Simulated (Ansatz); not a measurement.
# AlAs: a point defect seen from the nuclei (O on an As site), part 1 of 2

How do the nuclei near a point defect see it? The defect is O on an As site in AlAs (cell charge +1), first unrelaxed. The cell is a supercell built from a structure deposited in the COD. Planned: a single point, then a relaxation.

Program: Ansatz 0.2.0. Level of theory: DFT, PBE, plane-wave PAW, default files, scalar-relativistic. These are calculated values, not measurements.

## Step 1: The structure to begin with

The structure is cubic, space group F-43m (No. 216). The conventional cell has a = 16.982 Å, b = 16.982 Å, c = 16.982 Å, α = 90.00°, β = 90.00°, γ = 90.00°. Al (site symmetry 3m) is surrounded by 1 O at 2.45 Å and 3 As at 2.45 Å. Around Al (site symmetry 2mm) lie 4 As at 2.45 Å. Al (site symmetry m) is surrounded by 4 As at 2.45 Å. Al (site symmetry -43m) is surrounded by 4 As at 2.45 Å. Al (site symmetry 3m) is surrounded by 4 As at 2.45 Å. O (site symmetry -43m) is surrounded by 4 Al at 2.45 Å. Around As (site symmetry m) lie 4 Al at 2.45 Å. Around As (site symmetry 3m) lie 4 Al at 2.45 Å. Only part of the 10 independent sites is listed.

As a file:

```
Al O As
1.0
     0.00000    8.49120    8.49120
     8.49120    0.00000    8.49120
     8.49120    8.49120    0.00000
Al O As
27 1 26
Direct
  0.00000 0.00000 0.00000
  0.00000 0.00000 0.33333
  0.00000 0.00000 0.66667
  0.00000 0.33333 0.00000
  0.00000 0.33333 0.33333
  0.00000 0.33333 0.66667
  0.00000 0.66667 0.00000
  0.00000 0.66667 0.33333
  0.00000 0.66667 0.66667
  0.33333 0.00000 0.00000
  0.33333 0.00000 0.33333
  0.33333 0.00000 0.66667
  0.33333 0.33333 0.00000
  0.33333 0.33333 0.33333
  0.33333 0.33333 0.66667
  0.33333 0.66667 0.00000
  0.33333 0.66667 0.33333
  0.33333 0.66667 0.66667
  0.66667 0.00000 0.00000
  0.66667 0.00000 0.33333
  0.66667 0.00000 0.66667
  0.66667 0.33333 0.00000
  0.66667 0.33333 0.33333
  0.66667 0.33333 0.66667
  0.66667 0.66667 0.00000
  0.66667 0.66667 0.33333
  0.66667 0.66667 0.66667
  0.08333 0.08333 0.08333
  0.08333 0.08333 0.41667
  0.08333 0.08333 0.75000
  0.08333 0.41667 0.08333
  0.08333 0.41667 0.41667
  0.08333 0.41667 0.75000
  0.08333 0.75000 0.08333
  0.08333 0.75000 0.41667
  0.08333 0.75000 0.75000
  0.41667 0.08333 0.08333
  0.41667 0.08333 0.41667
  0.41667 0.08333 0.75000
  0.41667 0.41667 0.08333
  0.41667 0.41667 0.41667
  0.41667 0.41667 0.75000
  0.41667 0.75000 0.08333
  0.41667 0.75000 0.41667
  0.41667 0.75000 0.75000
  0.75000 0.08333 0.08333
  0.75000 0.08333 0.41667
  0.75000 0.08333 0.75000
  0.75000 0.41667 0.08333
  0.75000 0.41667 0.41667
  0.75000 0.41667 0.75000
  0.75000 0.75000 0.08333
  0.75000 0.75000 0.41667
  0.75000 0.75000 0.75000
```

Atom 28 of the input is the impurity.

## Step 2: Single point at the given positions

input.yaml

```yaml
crystal:
  lattice:
    - [0.0, 8.4912, 8.4912]
    - [8.4912, 0.0, 8.4912]
    - [8.4912, 8.4912, 0.0]
  atoms:
    - { symbol: Al, position: [0.0, 0.0, 0.0] }
    - { symbol: Al, position: [0.0, 0.0, 0.3333333333] }
    - { symbol: Al, position: [0.0, 0.0, 0.6666666667] }
    - { symbol: Al, position: [0.0, 0.3333333333, 0.0] }
    - { symbol: Al, position: [0.0, 0.3333333333, 0.3333333333] }
    - { symbol: Al, position: [0.0, 0.3333333333, 0.6666666667] }
    - { symbol: Al, position: [0.0, 0.6666666667, 0.0] }
    - { symbol: Al, position: [0.0, 0.6666666667, 0.3333333333] }
    - { symbol: Al, position: [0.0, 0.6666666667, 0.6666666667] }
    - { symbol: Al, position: [0.3333333333, 0.0, 0.0] }
    - { symbol: Al, position: [0.3333333333, 0.0, 0.3333333333] }
    - { symbol: Al, position: [0.3333333333, 0.0, 0.6666666667] }
    - { symbol: Al, position: [0.3333333333, 0.3333333333, 0.0] }
    - { symbol: Al, position: [0.3333333333, 0.3333333333, 0.3333333333] }
    - { symbol: Al, position: [0.3333333333, 0.3333333333, 0.6666666667] }
    - { symbol: Al, position: [0.3333333333, 0.6666666667, 0.0] }
    - { symbol: Al, position: [0.3333333333, 0.6666666667, 0.3333333333] }
    - { symbol: Al, position: [0.3333333333, 0.6666666667, 0.6666666667] }
    - { symbol: Al, position: [0.6666666667, 0.0, 0.0] }
    - { symbol: Al, position: [0.6666666667, 0.0, 0.3333333333] }
    - { symbol: Al, position: [0.6666666667, 0.0, 0.6666666667] }
    - { symbol: Al, position: [0.6666666667, 0.3333333333, 0.0] }
    - { symbol: Al, position: [0.6666666667, 0.3333333333, 0.3333333333] }
    - { symbol: Al, position: [0.6666666667, 0.3333333333, 0.6666666667] }
    - { symbol: Al, position: [0.6666666667, 0.6666666667, 0.0] }
    - { symbol: Al, position: [0.6666666667, 0.6666666667, 0.3333333333] }
    - { symbol: Al, position: [0.6666666667, 0.6666666667, 0.6666666667] }
    - { symbol: O, position: [0.0833333333, 0.0833333333, 0.0833333333] }
    - { symbol: As, position: [0.0833333333, 0.0833333333, 0.4166666667] }
    - { symbol: As, position: [0.0833333333, 0.0833333333, 0.75] }
    - { symbol: As, position: [0.0833333333, 0.4166666667, 0.0833333333] }
    - { symbol: As, position: [0.0833333333, 0.4166666667, 0.4166666667] }
    - { symbol: As, position: [0.0833333333, 0.4166666667, 0.75] }
    - { symbol: As, position: [0.0833333333, 0.75, 0.0833333333] }
    - { symbol: As, position: [0.0833333333, 0.75, 0.4166666667] }
    - { symbol: As, position: [0.0833333333, 0.75, 0.75] }
    - { symbol: As, position: [0.4166666667, 0.0833333333, 0.0833333333] }
    - { symbol: As, position: [0.4166666667, 0.0833333333, 0.4166666667] }
    - { symbol: As, position: [0.4166666667, 0.0833333333, 0.75] }
    - { symbol: As, position: [0.4166666667, 0.4166666667, 0.0833333333] }
    - { symbol: As, position: [0.4166666667, 0.4166666667, 0.4166666667] }
    - { symbol: As, position: [0.4166666667, 0.4166666667, 0.75] }
    - { symbol: As, position: [0.4166666667, 0.75, 0.0833333333] }
    - { symbol: As, position: [0.4166666667, 0.75, 0.4166666667] }
    - { symbol: As, position: [0.4166666667, 0.75, 0.75] }
    - { symbol: As, position: [0.75, 0.0833333333, 0.0833333333] }
    - { symbol: As, position: [0.75, 0.0833333333, 0.4166666667] }
    - { symbol: As, position: [0.75, 0.0833333333, 0.75] }
    - { symbol: As, position: [0.75, 0.4166666667, 0.0833333333] }
    - { symbol: As, position: [0.75, 0.4166666667, 0.4166666667] }
    - { symbol: As, position: [0.75, 0.4166666667, 0.75] }
    - { symbol: As, position: [0.75, 0.75, 0.0833333333] }
    - { symbol: As, position: [0.75, 0.75, 0.4166666667] }
    - { symbol: As, position: [0.75, 0.75, 0.75] }
total_charge: 1
kpoints:
  mp_grid: { grid: [2, 2, 2] }
scf:
  occupations: { method: fermi_dirac, width: 0.01 }
hamiltonian:
  xc: pbe
  pseudopotentials: { kind: paw }
output:
  forces: true
  stress: true
  populations: true
  efg:
    quadrupole_moments_barn: { Al: 0.1466, O: -0.02558, As: 0.311 }
    contact_densities: true
  write_density: true
  write_potential: true
  elf: true
  volumetric_format: npy
```

Started as:

```
ansatz run input.yaml --threads 4 --pin off --max-ram 8192MiB --backend cpu --events-out ev --progress --plain --runs-dir out
```

Standard output:

```text
Warning: RAYON_NUM_THREADS=4 ignored (pool sized by the plan → 4); use --threads N
Engine: ansatz 0.2.0, aarch64-unknown-linux-gnu
Pseudopotentials: kind: paw
Pseudopotential: Al, paw, valence charge 3, recommended cutoff 420 eV (normal), Al.paw.azcp
Pseudopotential: O, paw, valence charge 6, recommended cutoff 420 eV (normal), O.paw.azcp
Pseudopotential: As, paw, valence charge 15, recommended cutoff 420 eV (normal), As.paw.azcp
Functional definition: PBE
  parameter kappa = 0.804
  parameter beta = 0.06672455060314922
  exchange = pbe_x(kappa = kappa, mu = beta*pi^2/3)
  correlation = pbe_c(beta = beta)
Crystal: 54 atoms, lattice volume = 1224.439 Å³
Basis set: ecut = 420 eV, 23973 PW (Γ), exchange–correlation on 162×162×162 points (8 copies of the dense FFT grid, shifted against one another)
Bands: 292, of which v1, the nominal top of the filled ones, is band 238 counted from 1 (237 counted from 0)
Symmetry: 24 space group operations
Space group: F-43m (ITA 216), of the structure as read, at distance tolerance 1.1e-4 Å
k-points: 3 of 8
Non-local potential: Al, projectors of the file, l = 0: 2, l = 1: 2, l = 2: 1
Non-local potential: O, projectors of the file, l = 0: 2, l = 1: 2, l = 2: 1
Non-local potential: As, projectors of the file, l = 0: 2, l = 1: 2, l = 2: 3, l = 3: 1
PAW form: soft (Blöchl's): semilocal exchange-correlation on the pseudo side does not see the compensation charge
PAW one-centre angular grid: Al, 110 points (default); XC on 64 Gauss nodes
PAW one-centre angular grid: O, 110 points (default); XC on 64 Gauss nodes
PAW one-centre angular grid: As, 590 points (default); XC on 64 Gauss nodes
Initial density: superposition of atomic densities (neutral atoms scaled as one to the charged cell's electrons: chi_scale 0, normalization atom), corrected by the library's trained network
Initial wavefunctions: pseudopotential atomic-orbital guess
Functional: x = pbe(κ = 0.804, μ = 0.2195149727645171), c = pbe(β = 0.06672455060314922)
SCF iter   1: F=—  HF=-141370.216254 eV  |F-HF|=—  |Δ(HF+E_count)|=         —  Δρ=4.15e-3  dr2=3.13e-1  ethr=1.77e-3  ⟨swp⟩=6.3  Hψ=3446  notcnv=0  defer=19
preconditioner: auto → Resta (q_TF=auto, 2.331 Å⁻¹)  ε∞=4.5  [insulator: Δε(μ)=0.909 eV  Ē_g=8.338 eV  σ=0.010 eV  W_gap=1.00  n_scr=258 (ndim 8)  ℏωp=15.5 eV  f_vac=0.004  D(μ)=0.00/eV (n_scr^D=0)  ε∞_Penn≈4.5]
SCF iter   2: F=—  HF=-141370.125459 eV  |F-HF|=—  |Δ(HF+E_count)|=   9.08e-2  Δρ=2.01e-3  dr2=7.78e-2  ethr=6.57e-5  ⟨swp⟩=3.0  Hψ=1743  notcnv=0  defer=141
SCF iter   3: F=—  HF=-141370.098695 eV  |F-HF|=—  |Δ(HF+E_count)|=   2.68e-2  Δρ=7.38e-4  dr2=1.09e-2  ethr=1.63e-5  ⟨swp⟩=4.0  Hψ=1487  notcnv=0  defer=141
[... 3 lines left out ...]
SCF iter   7: F=—  HF=-141370.093519 eV  |F-HF|=—  |Δ(HF+E_count)|=   8.01e-4  Δρ=4.55e-6  dr2=3.22e-7  ethr=9.39e-10  ⟨swp⟩=2.0  Hψ=1590  notcnv=0  defer=141
SCF iter   8: F=—  HF=-141370.093519 eV  |F-HF|=—  |Δ(HF+E_count)|=   6.36e-8  Δρ=1.62e-6  dr2=4.60e-8  ethr=2.10e-11  ⟨swp⟩=14.7  Hψ=6841  notcnv=0
SCF iter   9: F=-141370.093519 eV  HF=-141370.093519 eV  |F-HF|=1.54e-9  |Δ(HF+E_count)|=   2.28e-8  Δρ=5.67e-7  dr2=6.37e-9  ethr=9.67e-12  ⟨swp⟩=7.0  Hψ=4548  notcnv=0
SCF 1 converged in 9 iterations: F = -141370.093519 eV  dr2 = 6.37e-9
SCF converged after 9 iterations
Free energy (F): -141370.093519 eV
Harris-Foulkes:  -141370.093519 eV  (|F-HF|=1.54e-9)
Internal energy: -141370.093519 eV  (E = F + TS)
E sigma→0 (E₀):  -141370.093519 eV
Fermi energy:    6.542939 eV
--- Per-component energies (eV) ---
[... 15 lines left out ...]
--- Forces (eV/Å), atoms counted from 1 ---
  atom   1  Al     0.74124975     0.74124975     0.74124975
  atom   2  Al    -0.74124975    -0.74124975     0.74124975
  atom   3  Al     0.00000000    -0.00000000    -0.29838337
  atom   4  Al    -0.74124975     0.74124975    -0.74124975
  atom   5  Al     0.12595562    -0.03078082    -0.03078082
  atom   6  Al     0.03078082    -0.12595562    -0.03078082
[... 48 lines left out ...]
  max |Σ_I F_I| component: 5.17e-16 eV/Å
[... 62 lines left out ...]
  atom  29  As V_zz =    +3.800952   η = 0.1960   by run symmetry: allowed   C_q = +28.5830 MHz
            electrostatic potential = -4513.065895 V   contact ρ = 235486.120837 e/Å³
  atom  30  As V_zz =    +3.800952   η = 0.1960   by run symmetry: allowed   C_q = +28.5830 MHz
            electrostatic potential = -4513.065895 V   contact ρ = 235486.120837 e/Å³
  atom  31  As V_zz =    +3.800952   η = 0.1960   by run symmetry: allowed   C_q = +28.5830 MHz
            electrostatic potential = -4513.065895 V   contact ρ = 235486.120837 e/Å³
  atom  32  As V_zz =    -0.606698   η = 0.0000   by run symmetry: allowed   C_q = -4.5623 MHz
            electrostatic potential = -4513.240537 V   contact ρ = 235485.638856 e/Å³
  atom  33  As V_zz =    +3.800952   η = 0.1960   by run symmetry: allowed   C_q = +28.5830 MHz
            electrostatic potential = -4513.065895 V   contact ρ = 235486.120837 e/Å³
  atom  34  As V_zz =    +3.800952   η = 0.1960   by run symmetry: allowed   C_q = +28.5830 MHz
            electrostatic potential = -4513.065895 V   contact ρ = 235486.120837 e/Å³
  atom  35  As V_zz =    +3.800952   η = 0.1960   by run symmetry: allowed   C_q = +28.5830 MHz
            electrostatic potential = -4513.065895 V   contact ρ = 235486.120837 e/Å³
  atom  36  As V_zz =    -0.689046   η = 0.0000   by run symmetry: allowed   C_q = -5.1816 MHz
            electrostatic potential = -4513.235290 V   contact ρ = 235485.652785 e/Å³
  atom  37  As V_zz =    +3.800952   η = 0.1960   by run symmetry: allowed   C_q = +28.5830 MHz
            electrostatic potential = -4513.065895 V   contact ρ = 235486.120837 e/Å³
  atom  38  As V_zz =    -0.606698   η = 0.0000   by run symmetry: allowed   C_q = -4.5623 MHz
            electrostatic potential = -4513.240537 V   contact ρ = 235485.638856 e/Å³
  atom  39  As V_zz =    +3.800952   η = 0.1960   by run symmetry: allowed   C_q = +28.5830 MHz
            electrostatic potential = -4513.065895 V   contact ρ = 235486.120837 e/Å³
  atom  40  As V_zz =    -0.606698   η = 0.0000   by run symmetry: allowed   C_q = -4.5623 MHz
            electrostatic potential = -4513.240537 V   contact ρ = 235485.638856 e/Å³
  atom  41  As V_zz =    -0.606698   η = 0.0000   by run symmetry: allowed   C_q = -4.5623 MHz
            electrostatic potential = -4513.240537 V   contact ρ = 235485.638856 e/Å³
  atom  42  As V_zz =    -0.235904   η = 0.2184   by run symmetry: allowed   C_q = -1.7740 MHz
            electrostatic potential = -4513.284305 V   contact ρ = 235485.658434 e/Å³
  atom  43  As V_zz =    +3.800952   η = 0.1960   by run symmetry: allowed   C_q = +28.5830 MHz
            electrostatic potential = -4513.065895 V   contact ρ = 235486.120837 e/Å³
  atom  44  As V_zz =    -0.235904   η = 0.2184   by run symmetry: allowed   C_q = -1.7740 MHz
            electrostatic potential = -4513.284305 V   contact ρ = 235485.658434 e/Å³
  atom  45  As V_zz =    -0.235904   η = 0.2184   by run symmetry: allowed   C_q = -1.7740 MHz
            electrostatic potential = -4513.284305 V   contact ρ = 235485.658434 e/Å³
  atom  46  As V_zz =    +3.800952   η = 0.1960   by run symmetry: allowed   C_q = +28.5830 MHz
            electrostatic potential = -4513.065895 V   contact ρ = 235486.120837 e/Å³
  atom  47  As V_zz =    +3.800952   η = 0.1960   by run symmetry: allowed   C_q = +28.5830 MHz
            electrostatic potential = -4513.065895 V   contact ρ = 235486.120837 e/Å³
  atom  48  As V_zz =    -0.689046   η = 0.0000   by run symmetry: allowed   C_q = -5.1816 MHz
            electrostatic potential = -4513.235290 V   contact ρ = 235485.652785 e/Å³
  atom  49  As V_zz =    +3.800952   η = 0.1960   by run symmetry: allowed   C_q = +28.5830 MHz
            electrostatic potential = -4513.065895 V   contact ρ = 235486.120837 e/Å³
  atom  50  As V_zz =    -0.235904   η = 0.2184   by run symmetry: allowed   C_q = -1.7740 MHz
            electrostatic potential = -4513.284305 V   contact ρ = 235485.658434 e/Å³
  atom  51  As V_zz =    -0.235904   η = 0.2184   by run symmetry: allowed   C_q = -1.7740 MHz
            electrostatic potential = -4513.284305 V   contact ρ = 235485.658434 e/Å³
  atom  52  As V_zz =    -0.689046   η = 0.0000   by run symmetry: allowed   C_q = -5.1816 MHz
            electrostatic potential = -4513.235290 V   contact ρ = 235485.652785 e/Å³
  atom  53  As V_zz =    -0.235904   η = 0.2184   by run symmetry: allowed   C_q = -1.7740 MHz
            electrostatic potential = -4513.284305 V   contact ρ = 235485.658434 e/Å³
  atom  54  As V_zz =    -0.689046   η = 0.0000   by run symmetry: allowed   C_q = -5.1816 MHz
            electrostatic potential = -4513.235290 V   contact ρ = 235485.652785 e/Å³
--- Band table (eV) ---
[... 3 lines left out ...]
--- Löwdin populations: 54 sites ---
  site symbol       q [e]
[... 54 lines left out ...]
  spilling = 0.002936 (of n_electrons = 476.000000)
```

Run time: 38 s. Hardware: 4 threads of Arm Neoverse V2, shared host; peak memory 4.8 GiB.

The run ends with gap on the mesh 0.73 eV, largest force 1.284 eV/Å, pressure 1.8 GPa.

Site by site (atoms counted from 1):

| site | atoms | distance from the defect (Å) | V_zz (10²¹ V/m²) | η | C_Q (MHz) |
| --- | --- | --- | --- | --- | --- |
| O | 28 | 0.00 | 0.00 | – | 0 (¹⁷O) |
| Al1 | 1, 2, 4, 10 | 2.45 | 4.68 | 0.00 | 16.6 (²⁷Al) |
| As29 | 29, 30, 31, 33, … | 4.00 | 3.80 | 0.20 | 28.6 (⁷⁵As) |
| Al5 | 5, 6, 8, 11, … | 4.69 | -0.13 | 0.79 | -0.478 (²⁷Al) |
| As42 | 42, 44, 45, 50, … | 5.66 | -0.24 | 0.22 | -1.77 (⁷⁵As) |
| Al3 | 3, 7, 9, 19, … | 6.17 | -0.28 | 0.64 | -0.986 (²⁷Al) |
| As36 | 36, 48, 52, 54 | 6.93 | -0.69 | 0.00 | -5.18 (⁷⁵As) |
| As32 | 32, 38, 40, 41 | 6.93 | -0.61 | 0.00 | -4.56 (⁷⁵As) |
| Al18 | 18, 24, 26, 27 | 7.35 | 0.029 | 0.00 | 0.102 (²⁷Al) |
| Al14 | 14 | 7.35 | 0.00 | – | 0 (²⁷Al) |

C_Q = eQV_zz/h, which is 24.18 MHz for Q = 1 b and V_zz = 10²¹ V/m²; η = (V_xx − V_yy)/V_zz. Quadrupole moments are those of Pyykkö's year-2017 table.

Direction of the V_zz axis (Cartesian unit vector):

| site | atom | x | y | z |
| --- | --- | --- | --- | --- |
| Al1 | 1 | 0.58 | 0.58 | 0.58 |
| Al3 | 3 | 0.71 | -0.71 | 0.00 |
| Al5 | 5 | -0.20 | 0.69 | 0.69 |
| As29 | 29 | 0.70 | 0.70 | 0.18 |
| As32 | 32 | -0.58 | 0.58 | 0.58 |
| As36 | 36 | -0.58 | 0.58 | 0.58 |
| As42 | 42 | 0.71 | -0.71 | 0.00 |

Density in a lattice plane of the grid's cell (edges 12.01 and 12.01 Å, at 0.083 of the third edge), which holds O and As.

Values in e/Å³, 12 rows by 12 columns:
```
 0.23  0.09  0.03  0.09  0.23  0.11  0.06  0.11  0.22  0.11  0.06  0.11
 0.51  0.54  0.06  0.06  0.51  0.54  0.06  0.06  0.51  0.54  0.06  0.06
 0.51 31.17  0.53  0.11  0.54 29.74  0.55  0.11  0.53 30.23  0.54  0.11
 0.22  0.52  0.51  0.22  0.22  0.53  0.51  0.22  0.22  0.53  0.51  0.22
 0.22  0.11  0.06  0.11  0.22  0.11  0.06  0.11  0.22  0.11  0.06  0.11
 0.51  0.54  0.06  0.06  0.52  0.55  0.07  0.06  0.51  0.55  0.06  0.06
 0.51 30.62  0.53  0.11  0.54 29.25  0.55  0.11  0.53 29.74  0.54  0.11
 0.23  0.54  0.51  0.22  0.22  0.54  0.52  0.22  0.22  0.54  0.51  0.23
 0.12  0.09  0.06  0.11  0.22  0.11  0.06  0.11  0.22  0.11  0.06  0.09
 0.31  0.33  0.03  0.06  0.51  0.53  0.06  0.06  0.51  0.53  0.06  0.03
 0.31  7.37  0.33  0.09  0.54 30.62  0.54  0.11  0.52 31.17  0.54  0.09
 0.12  0.31  0.31  0.12  0.23  0.51  0.51  0.22  0.22  0.51  0.51  0.23
```
Columns run along the first of these edges and rows up along the second, over one cell in 12 and 12 even steps from the bottom left corner. Atoms in the plane (fractional): O at (0.08, 0.08), As at (0.08, 0.42), As at (0.08, 0.75), As at (0.42, 0.08), As at (0.42, 0.42), As at (0.42, 0.75), As at (0.75, 0.08), As at (0.75, 0.42), As at (0.75, 0.75).

ELF in the same plane.

Ten even steps from '0' (0.02) to '9' (0.87):
```
431111344555555324555554
996100389830002698310026
898510278884001689840016
745651166457511675565116
842486368424863684247636
985489659854896598548965
588679725886787258877972
543333345433333454333334
995100269951001699510016
887610168876101678861016
732662267326622673266216
851388468513884686137846
997689749976897399768984
498667623776776237767883
333321257631112576312333
552000169972001699720001
798400267676301677764002
785951377315742673157612
598984389723895697238973
347874338977897279877993
```
Columns run along the first of these edges and rows up along the second, over one cell in 24 and 20 even steps from the bottom left corner. Atoms in the plane (fractional): O at (0.08, 0.08), As at (0.08, 0.42), As at (0.08, 0.75), As at (0.42, 0.08), As at (0.42, 0.42), As at (0.42, 0.75), As at (0.75, 0.08), As at (0.75, 0.42), As at (0.75, 0.75).

Both are smooth fields of the valence electrons: close to the nuclei they are not physical.

Maxima of ELF outside the ion cores: 0.93 on the Al–As line, 0.9 Å from Al; 0.84 in the shell around O, 0.6 Å from O; 0.61 on the Al–O line, 1.0 Å from Al.

(Continued in part 2 of 2.)
